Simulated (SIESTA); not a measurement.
HfMoC2:

```xyz
4
Lattice="3.1914 0.0000 0.0000 0.0000 3.1914 0.0000 0.0000 0.0000 4.4852" Properties=species:S:1:pos:R:3 pbc="T T T"
Hf    0.0000    0.0000    0.0000
Mo    1.5957    1.5957    2.2426
C     1.5957    1.5957    0.0000
C     0.0000    0.0000    2.2426
```

The cell comes from a database or a generator and needn't be the stable form of this composition.

Base run:

| Item | Value |
| --- | --- |
| Program | SIESTA 5.4.2 |
| Functional | LDA |
| Potentials or basis | PseudoDojo 0.4 standard (LDA files) |
| Basis | DZP (energy shift 0.003 Ry; two zetas on semicore shells) |
| Grid cutoff | 800 Ry |
| Energy shift | 0.003 Ry |
| k mesh | 8 × 8 × 6 |
| Occupations | fermi-dirac, width 0.05 eV |
| Spin | no spin polarisation |

Its results: band gap on the k mesh none (metal or under the smearing width); pressure -10.5 GPa.

Task: The run is repeated on the same cell with these changes: functional from LDA to PBE; potentials or basis from PseudoDojo 0.4 standard (LDA files) to PseudoDojo 0.4 standard (PBE files). What comes out?

Result: Band gap on the k mesh none (metal or under the smearing width); pressure 3.1 GPa.

Caveats: short orbitals over semicore shells can move pressures by several GPa; the basis of atomic orbitals isn't converged, which shifts pressures, moduli and gaps; spin-orbit coupling is left out, which moves the levels of the heavy elements (some runs).
